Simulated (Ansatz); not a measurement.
# Zn12H2O in Ansatz: further runs, part 2 of 2

Ansatz 0.2.0. Earlier steps stand in the parts before.

**3. Projected density of states, revPBE**

Contents of input.yaml:

```yaml
crystal:
  lattice:
    - [5.3295961064, 0.0, 0.0]
    - [0.0, 4.9467, 0.0]
    - [0.0, 0.0, 23.9251265569]
  atoms:
    - { symbol: Zn, position: [0.5, 0.75, 0.3343764967] }
    - { symbol: Zn, position: [0.0, 0.75, 0.3343764967] }
    - { symbol: Zn, position: [0.75, 0.25, 0.3665293438] }
    - { symbol: Zn, position: [0.25, 0.25, 0.3665293438] }
    - { symbol: Zn, position: [0.75, 0.75, 0.430835038] }
    - { symbol: Zn, position: [0.25, 0.75, 0.430835038] }
    - { symbol: Zn, position: [0.0, 0.25, 0.4629878852] }
    - { symbol: Zn, position: [0.5, 0.25, 0.4629878852] }
    - { symbol: Zn, position: [0.0, 0.75, 0.5272935794] }
    - { symbol: Zn, position: [0.5, 0.75, 0.5272935794] }
    - { symbol: Zn, position: [0.25, 0.25, 0.5594464265] }
    - { symbol: Zn, position: [0.75, 0.25, 0.5594464265] }
    - { symbol: O, position: [0.6009790247, 0.7985946472, 0.6413812073] }
    - { symbol: H, position: [0.4599098904, 0.7036820986, 0.6229278044] }
    - { symbol: H, position: [0.75, 0.75, 0.6187982547] }
hamiltonian:
  xc: revpbe
  pseudopotentials: { kind: paw }
kpoints:
  mp_grid: { grid: [5, 6, 1] }
scf:
  occupations: { method: fermi_dirac, width: 0.05 }
  n_extra_bands: 37
output:
  forces: true
  eigenvalues: true
  dos: { projected: true, de: 0.05, nscf_kmesh: { grid: [8, 9, 1] } }
  write_density: true
  write_potential: true
  elf: true
  volumetric_format: npy
efield:
  axis: 3
  dipole_correction: true
  ramp_width: 0.04
```

Potentials or basis: Ansatz PAW.

Command:

```console
ansatz run input.yaml --threads 4 --pin off --max-ram 11264MiB --backend cpu --events-out ev --progress --plain --runs-dir out
```

Output:

```text
Warning: RAYON_NUM_THREADS=4 ignored (pool sized by the plan → 4); use --threads N
scf.n_extra_bands = 37 over 76 filled bands (N_el = 152.0): the run solves 113 bands
Engine: ansatz 0.2.0, aarch64-unknown-linux-gnu
Pseudopotentials: kind: paw
Pseudopotential: Zn, paw, valence charge 12, recommended cutoff 420 eV (normal), Zn.paw.azcp
Pseudopotential: O, paw, valence charge 6, recommended cutoff 420 eV (normal), O.paw.azcp
Pseudopotential: H, paw, valence charge 1, recommended cutoff 420 eV (normal), H.paw.azcp
Functional definition: revPBE
  parameter kappa = 1.245
  parameter beta = 0.06672455060314922
  exchange = pbe_x(kappa = kappa, mu = beta*pi^2/3)
  correlation = pbe_c(beta = beta)
Crystal: 15 atoms, lattice volume = 630.760 Å³
Basis set: ecut = 420 eV, 12299 PW (Γ), exchange–correlation on 72×72×320 points (8 copies of the dense FFT grid, shifted against one another)
Bands: 113, of which v1, the nominal top of the filled ones, is band 76 counted from 1 (75 counted from 0)
Symmetry: 1 space group operations
Space group: P1 (ITA 1), of the structure as read, at distance tolerance 8.6e-5 Å
k-points: 16 of 30 (time reversal used)
Non-local potential: Zn, projectors of the file, l = 0: 2, l = 1: 2, l = 2: 3, l = 3: 1
Non-local potential: O, projectors of the file, l = 0: 2, l = 1: 2, l = 2: 1
Non-local potential: H, projectors of the file, l = 0: 2, l = 1: 1
[... 42 lines left out ...]
  E_vxc        = -732.493676  (∫ρ·V_xc dr)
  E_paw        = -22107.927390  (= ΣΔE_a)
  E_vpaw       = -4743.452810  (= ΣTr[D̂ρ^β])
  E_aug_tail   = -0.004456  (compensation charges beyond the density's cutoff)
  E_efield     = 0.003085  (sawtooth field / dipole correction)
  E_vefield    = -4.736894  (∫n·V_field dr)
  E_ewald      = 61595.681612
  E_core_change = -0.698322  (= ΣΔE_core)
  E_smearing   = -0.027144  (= −TS)
  E_closure    = 0.000000  (closes the sum)
  Σ components = -40473.005664   (vs F -40473.005664, Δ=0.00e0)
--- Forces (eV/Å), atoms counted from 1 ---
  atom   1  Zn     0.00309266     0.00525562    -0.06714072
  atom   2  Zn    -0.00409379    -0.00593715    -0.10502394
  atom   3  Zn    -0.01526217     0.00108176    -0.54560116
  atom   4  Zn     0.01700212     0.00349681    -0.57140531
  atom   5  Zn    -0.00565442    -0.01860856     0.26421434
  atom   6  Zn     0.00284447    -0.02036954     0.24090522
  atom   7  Zn    -0.00218092     0.01035653    -0.28755482
  atom   8  Zn    -0.00338732    -0.02137730    -0.18532180
  atom   9  Zn     0.12974297    -0.00688016     0.35512590
  atom  10  Zn    -0.09369039    -0.00066735    -0.01904457
  atom  11  Zn    -0.08283813     0.03897194    -0.01320603
  atom  12  Zn     0.05093664     0.00955594    -0.00629167
  atom  13  O      0.04344088    -0.05194171     0.12072009
  atom  14  H      0.50252124     0.11306169     0.40532496
  atom  15  H     -0.54246764    -0.05600211     0.41433428
  max |Σ_I F_I| component: 3.48e-5 eV/Å
--- Band table (eV; the first three rows and the last of 16) ---
  k-point 0: bands = ["-20.9219", "-9.4752", "-8.7779", "-8.1128", "-7.9450", "-7.8909", "-7.8784", "-7.8780", "-7.8704", "-7.7561", "-7.7393", "-7.7290", "-7.7053", "-7.6782", "-7.6754", "-7.4676", "-7.4038", "-7.3887", "-7.3788", "-7.3314", "-7.3274", "-7.2709", "-7.2647", "-7.2608", "-7.2505", "-7.2391", "-7.2226", "-7.1789", "-7.1770", "-7.1761", "-7.1694", "-7.1644", "-7.1637", "-7.1359", "-7.1136", "-7.0606", "-7.0088", "-7.0068", "-6.9712", "-6.9462", "-6.9377", "-6.9055", "-6.8904", "-6.8817", "-6.8668", "-6.8637", "-6.8487", "-6.8313", "-6.8068", "-6.7843", "-6.7481", "-6.7464", "-6.7359", "-6.7207", "-6.7089", "-6.6973", "-6.6268", "-6.5916", "-6.5912", "-6.5877", "-6.5819", "-6.5627", "-6.5496", "-6.5431", "-5.2735", "-4.2180", "-3.3667", "-3.3356", "-3.1239", "-2.4950", "-2.3578", "-1.6918", "-1.6715", "-1.3652", "-0.7533", "-0.5284", "0.8027", "0.8625", "1.5308", "1.8403", "2.0038", "2.3507", "2.3749", "3.3626", "3.3987", "3.8836", "4.0136", "4.0782", "4.2462", "4.3493", "4.3903", "4.9477", "5.2293", "5.4098", "5.5643", "5.8117", "6.4252", "6.6996", "6.8939", "7.2382", "7.2596", "7.4251", "7.5949", "7.7094", "7.8419", "8.0044", "8.6958", "9.0422", "9.2898", "9.3266", "9.6028", "9.7234", "9.9413"]
  k-point 1: bands = ["-20.9214", "-9.3137", "-8.7755", "-8.0780", "-7.9293", "-7.8888", "-7.8820", "-7.8756", "-7.8672", "-7.8075", "-7.8051", "-7.6786", "-7.6506", "-7.6472", "-7.6409", "-7.4650", "-7.4552", "-7.4278", "-7.3944", "-7.3910", "-7.3674", "-7.3335", "-7.3262", "-7.3160", "-7.2852", "-7.2749", "-7.1829", "-7.1786", "-7.1743", "-7.1537", "-7.1439", "-7.1353", "-7.0874", "-7.0845", "-7.0830", "-7.0740", "-6.9596", "-6.9489", "-6.9295", "-6.9184", "-6.9086", "-6.9005", "-6.8957", "-6.8866", "-6.8457", "-6.8445", "-6.8103", "-6.7943", "-6.7910", "-6.7907", "-6.7642", "-6.7551", "-6.7533", "-6.7058", "-6.6972", "-6.6792", "-6.6462", "-6.6007", "-6.5854", "-6.5815", "-6.5791", "-6.5691", "-6.5409", "-6.5318", "-5.2838", "-4.4013", "-4.1547", "-3.2578", "-3.1842", "-3.0853", "-2.4132", "-1.5685", "-1.5471", "-1.2557", "-0.2288", "0.2154", "0.5073", "0.5496", "1.4427", "1.5302", "1.5428", "1.6014", "2.7314", "2.8128", "3.6970", "3.9734", "4.1098", "4.1242", "4.2730", "4.9297", "5.2037", "5.2838", "5.4153", "5.5497", "5.7335", "5.9217", "6.4616", "6.9739", "7.0003", "7.2321", "7.3391", "7.5266", "7.7532", "7.8871", "8.1362", "8.4569", "8.8455", "9.0482", "9.1999", "9.3480", "9.5175", "9.6086", "9.7003"]
  k-point 2: bands = ["-20.9204", "-8.8666", "-8.7676", "-8.0728", "-7.9356", "-7.8925", "-7.8759", "-7.8667", "-7.8173", "-7.8122", "-7.7859", "-7.6635", "-7.6369", "-7.6301", "-7.6264", "-7.5522", "-7.5416", "-7.5224", "-7.4793", "-7.4528", "-7.4491", "-7.3524", "-7.3280", "-7.3173", "-7.3103", "-7.3023", "-7.1857", "-7.1785", "-7.1615", "-7.1501", "-7.1337", "-7.0452", "-7.0209", "-7.0083", "-7.0060", "-6.9929", "-6.9547", "-6.9469", "-6.9177", "-6.8821", "-6.8771", "-6.8565", "-6.8507", "-6.8468", "-6.8393", "-6.8206", "-6.8066", "-6.8043", "-6.8012", "-6.7489", "-6.7134", "-6.7114", "-6.7007", "-6.6924", "-6.6806", "-6.6770", "-6.6425", "-6.5820", "-6.5751", "-6.5734", "-6.5709", "-6.5179", "-6.5125", "-6.4712", "-5.9074", "-5.2416", "-4.5250", "-3.5341", "-2.9440", "-2.7216", "-2.6782", "-1.4996", "-1.2639", "-1.2384", "-0.6948", "-0.6366", "-0.5948", "0.9906", "1.2419", "1.2986", "1.9434", "2.0481", "2.5317", "3.1917", "3.5766", "3.6832", "4.2985", "4.5641", "4.8785", "5.0076", "5.2744", "5.3930", "6.1589", "6.3650", "6.4719", "6.5879", "6.6630", "6.8872", "7.3324", "7.7039", "7.8419", "7.9911", "8.1127", "8.2412", "8.3070", "8.5005", "8.6181", "8.7086", "9.1613", "9.3934", "9.5823", "9.6794", "9.8620"]
  k-point 15: bands = ["-20.9202", "-8.8339", "-8.5060", "-7.9403", "-7.7601", "-7.7434", "-7.7070", "-7.6935", "-7.6866", "-7.6544", "-7.6124", "-7.5726", "-7.5696", "-7.5126", "-7.4641", "-7.4577", "-7.4052", "-7.3954", "-7.3755", "-7.3626", "-7.3592", "-7.3398", "-7.3268", "-7.2817", "-7.2436", "-7.2332", "-7.2274", "-7.1873", "-7.1640", "-7.1527", "-7.1355", "-7.1243", "-7.1012", "-7.0967", "-7.0832", "-7.0734", "-7.0558", "-7.0435", "-7.0350", "-7.0172", "-6.9864", "-6.9818", "-6.9468", "-6.9280", "-6.9084", "-6.8980", "-6.8900", "-6.8729", "-6.8603", "-6.8378", "-6.8216", "-6.8154", "-6.8113", "-6.8023", "-6.7948", "-6.7800", "-6.7709", "-6.7140", "-6.6911", "-6.6848", "-6.6732", "-6.6670", "-6.6586", "-6.5123", "-6.0467", "-5.2971", "-4.8371", "-3.6210", "-3.4576", "-2.9825", "-2.4751", "-2.2978", "-1.6353", "-0.6439", "-0.3600", "0.6505", "0.7269", "1.0948", "1.6591", "1.9765", "2.3701", "2.4387", "2.5190", "3.3893", "3.5508", "4.0102", "4.5607", "4.8620", "5.0513", "5.3561", "5.5064", "5.7413", "5.8569", "6.0611", "6.2730", "6.3630", "6.4607", "6.6706", "6.8017", "7.0551", "7.3144", "7.4706", "7.7385", "7.9690", "8.1884", "8.3693", "8.5397", "8.6073", "8.9074", "9.1106", "9.2870", "9.4089", "9.5228"]
```

It took 2.6 min on 4 threads of Arm Neoverse V2, shared host; peak memory 3.1 GiB.

Results:

* Free energy: -40473.0057 eV
* Largest force: 0.685 eV/Å
* Band gap on the k mesh: none (metal or under the smearing width)
* Density of states at the Fermi level: 4.49 states/eV per cell
* Work function of the upper face: 5.14 eV
* Work function of the lower face: 4.13 eV
* Dipole across the slab: -0.147 e·Å

Forces on the atoms (eV/Å):
```
Zn   0.003  0.005 -0.067
Zn  -0.004 -0.006 -0.105
Zn  -0.015  0.001 -0.546
Zn   0.017  0.003 -0.571
Zn  -0.006 -0.019  0.264
Zn   0.003 -0.020  0.241
Zn  -0.002  0.010 -0.288
Zn  -0.003 -0.021 -0.185
Zn   0.130 -0.007  0.355
Zn  -0.094 -0.001 -0.019
Zn  -0.083  0.039 -0.013
Zn   0.051  0.010 -0.006
O    0.043 -0.052  0.121
H    0.503  0.113  0.405
H   -0.542 -0.056  0.414
```

Levels at points of the mesh, in eV from the Fermi level:
| k point | band 74 | band 75 | band 76 | band 77 | band 78 | band 79 |
| --- | --- | --- | --- | --- | --- | --- |
| (0.00, 0.00, 0.00) | -1.54 | -0.93 | -0.71 | 0.62 | 0.68 | 1.35 |
| (0.00, -0.50, 0.00) | -1.89 | -1.03 | -0.99 | -0.18 | 0.04 | 0.56 |

States per cell in windows of 1 eV (zero at the Fermi level; states under -8 eV left out):
```tsv
from (eV)	total	Zn 3d	Zn 4s	O 2p	H 1s	O 2s
-8.0	86.66	84.51	1.77	0.10	0.02	0.02
-7.0	28.39	26.85	1.30	0.13	0.02	0.03
-6.0	3.91	0.59	1.72	1.15	0.12	0.19
-5.0	3.10	0.35	2.16	0.33	0.01	0.02
-4.0	4.54	0.26	2.40	1.36	0.01	0.00
-3.0	3.54	0.17	2.21	0.39	0.01	0.00
-2.0	4.05	0.13	2.32	0.12	0.05	0.00
-1.0	4.59	0.08	1.61	0.08	0.09	0.01
0.0	3.63	0.05	0.97	0.04	0.06	0.01
1.0	4.98	0.06	1.61	0.04	0.08	0.01
2.0	4.76	0.04	0.95	0.03	0.08	0.01
3.0	5.79	0.03	0.61	0.05	0.25	0.04
4.0	7.11	0.02	0.39	0.07	0.32	0.05
5.0	8.58	0.01	0.30	0.06	0.23	0.03
6.0	10.17	0.01	0.20	0.07	0.25	0.03
7.0	11.73	0.01	0.17	0.08	0.23	0.02
```

Caveat: the PAW data sets come from PBE, with cores solved anew for the run's functional, which leaves a small shift of forces and pressure.

**4. Projected density of states, BLYP**

Changes to input.yaml since step 3:

```diff
@@ -22,3 +22,3 @@
 hamiltonian:
-  xc: revpbe
+  xc: blyp
   pseudopotentials: { kind: paw }
@@ -33,6 +33,2 @@
   dos: { projected: true, de: 0.05, nscf_kmesh: { grid: [8, 9, 1] } }
-  write_density: true
-  write_potential: true
-  elf: true
-  volumetric_format: npy
 efield:
```

Command:

```console
ansatz run input.yaml --threads 4 --pin off --max-ram 11264MiB --backend cpu --events-out ev --progress --plain --runs-dir out
```

It took 2.5 min on 4 threads of Arm Neoverse V2, shared host; peak memory 2.8 GiB.

The run converged. Its results:

| Property | Result |
| --- | --- |
| Free energy | -40540.5546 eV |
| Largest force | 0.755 eV/Å |
| Band gap on the k mesh | none (metal or under the smearing width) |
| Density of states at the Fermi level | 4.92 states/eV per cell |
| Work function of the upper face | 5.05 eV |
| Work function of the lower face | 3.98 eV |
| Dipole across the slab | -0.157 e·Å |

Forces on the atoms (eV/Å):
```
Zn   0.006  0.004 -0.256
Zn  -0.006 -0.008 -0.298
Zn  -0.017  0.003 -0.631
Zn   0.019  0.004 -0.654
Zn  -0.009 -0.015  0.265
Zn   0.006 -0.017  0.240
Zn  -0.003  0.009 -0.287
Zn  -0.001 -0.022 -0.198
Zn   0.120 -0.001  0.442
Zn  -0.111  0.003  0.048
Zn  -0.076  0.037  0.169
Zn   0.055  0.008  0.159
O    0.055 -0.128  0.014
H    0.521  0.145  0.481
H   -0.559 -0.023  0.507
```

Levels at points of the mesh, in eV from the Fermi level:
```csv
k point,band 72,band 73,band 74,band 75,band 76,band 77,band 78,band 79,band 80,band 81
"(0.00, 0.00, 0.00)",-1.85,-1.83,-1.55,-1.09,-0.58,0.63,0.68,1.32,1.56,1.90
"(0.00, -0.50, 0.00)",-2.23,-1.89,-1.89,-0.92,-0.88,-0.15,0.06,0.42,0.44,2.13
```

States per cell in windows of 1 eV (zero at the Fermi level; states under -8 eV left out):
```
from (eV)  total  Zn 3d  Zn 4s  O 2p  H 1s  O 2s
     -8.0  89.16  87.12   1.71  0.09  0.02  0.02
     -7.0  24.89  23.31   1.37  0.10  0.02  0.03
     -6.0   3.75   0.53   1.69  1.11  0.11  0.19
     -5.0   3.07   0.32   2.14  0.37  0.01  0.02
     -4.0   4.51   0.25   2.47  1.36  0.01  0.00
     -3.0   3.62   0.17   2.36  0.43  0.01  0.00
     -2.0   3.99   0.12   2.46  0.12  0.04  0.00
     -1.0   4.31   0.07   1.72  0.07  0.08  0.01
      0.0   3.80   0.05   1.11  0.04  0.07  0.01
      1.0   5.11   0.05   1.56  0.04  0.08  0.01
      2.0   4.76   0.03   0.91  0.03  0.08  0.01
      3.0   5.45   0.02   0.56  0.05  0.23  0.04
      4.0   7.17   0.02   0.36  0.07  0.35  0.05
      5.0   8.42   0.01   0.26  0.06  0.24  0.03
      6.0  10.10   0.01   0.17  0.08  0.27  0.03
      7.0  11.52   0.01   0.15  0.08  0.22  0.02
```

Caveat: the PAW data sets come from PBE, with cores solved anew for the run's functional, which leaves a small shift of forces and pressure.

**5. Projected density of states, r2SCAN**

Changes to input.yaml since step 4:

```diff
@@ -22,3 +22,3 @@
 hamiltonian:
-  xc: blyp
+  xc: r2scan
   pseudopotentials: { kind: paw }
@@ -33,2 +33,6 @@
   dos: { projected: true, de: 0.05, nscf_kmesh: { grid: [8, 9, 1] } }
+  write_density: true
+  write_potential: true
+  elf: true
+  volumetric_format: npy
 efield:
```

Command:

```console
ansatz run input.yaml --threads 4 --pin off --max-ram 11264MiB --backend cpu --events-out ev --progress --plain --runs-dir out
```

Wall time 4.3 min (4 threads of Arm Neoverse V2, shared host); peak memory 4.6 GiB.

Results (log left out):

- Free energy: -40504.9687 eV
- Largest force: 1.109 eV/Å
- Band gap on the k mesh: none (metal or under the smearing width)
- Density of states at the Fermi level: 5.71 states/eV per cell
- Work function of the upper face: 5.35 eV
- Work function of the lower face: 4.36 eV
- Dipole across the slab: -0.145 e·Å

Forces on the atoms (eV/Å):
```
Zn   0.003  0.007  0.296
Zn  -0.004 -0.004  0.257
Zn  -0.015 -0.001 -0.347
Zn   0.016  0.003 -0.378
Zn  -0.004 -0.022  0.277
Zn   0.001 -0.024  0.252
Zn  -0.001  0.012 -0.315
Zn  -0.007 -0.025 -0.194
Zn   0.129 -0.007  0.174
Zn  -0.081 -0.002 -0.122
Zn  -0.082  0.035 -0.351
Zn   0.042 -0.002 -0.308
O    0.066 -0.360 -0.503
H    0.824  0.330  0.602
H   -0.888  0.059  0.661
```

Levels at points of the mesh, in eV from the Fermi level:
```tsv
k point	band 73	band 74	band 75	band 76	band 77	band 78	band 79	band 80
(0.00, 0.00, 0.00)	-1.96	-1.61	-0.91	-0.78	0.62	0.68	1.43	1.80
(0.00, -0.50, 0.00)	-2.00	-1.99	-1.16	-1.11	-0.20	0.03	0.71	0.73
```

States per cell in windows of 1 eV (zero at the Fermi level; states under -8 eV left out):
```csv
from (eV),total,Zn 3d,Zn 4s,O 2p,H 1s,O 2s
-8.0,94.39,92.91,1.14,0.11,0.02,0.02
-7.0,4.17,2.31,1.42,0.28,0.04,0.06
-6.0,3.65,0.48,1.68,1.08,0.10,0.16
-5.0,3.29,0.33,2.20,0.48,0.00,0.01
-4.0,4.25,0.23,2.17,1.31,0.01,0.00
-3.0,3.35,0.16,2.14,0.24,0.01,0.00
-2.0,3.89,0.12,2.12,0.09,0.05,0.00
-1.0,4.39,0.08,1.50,0.07,0.08,0.01
0.0,3.25,0.04,0.78,0.04,0.06,0.01
1.0,4.52,0.05,1.47,0.03,0.07,0.01
2.0,4.84,0.04,1.21,0.03,0.07,0.01
3.0,4.71,0.02,0.61,0.04,0.16,0.02
4.0,6.20,0.02,0.43,0.06,0.30,0.04
5.0,7.76,0.01,0.39,0.06,0.27,0.03
6.0,9.52,0.01,0.23,0.06,0.23,0.03
7.0,10.33,0.01,0.18,0.06,0.21,0.02
```

Caveat: the PAW data sets come from PBE, with cores solved anew for the run's functional, which leaves a small shift of forces and pressure.

**6. Overview**

```tsv
level	cutoff (eV)	gap on the mesh (eV)	largest force (eV/Å)	work function (eV)
RPBE	420	none	0.69	5.13
revPBE	420	none	0.68	5.14
BLYP	420	none	0.76	5.05
r2SCAN	500	none	1.11	5.35
```

Alike in all rows: task projected density of states; potentials or basis Ansatz PAW; no spin polarisation; cell H2O (tilted) over a bridge site of the (1 0 0) slab of Zn, cut from the database cell, not relaxed; k mesh 5 × 6 × 1; smearing fermi-dirac 0.05 eV.

Caveats: the PAW data sets come from PBE, with cores solved anew for the run's functional, which leaves a small shift of forces and pressure.

Absolute energies hang on the potentials; compare differences alone.
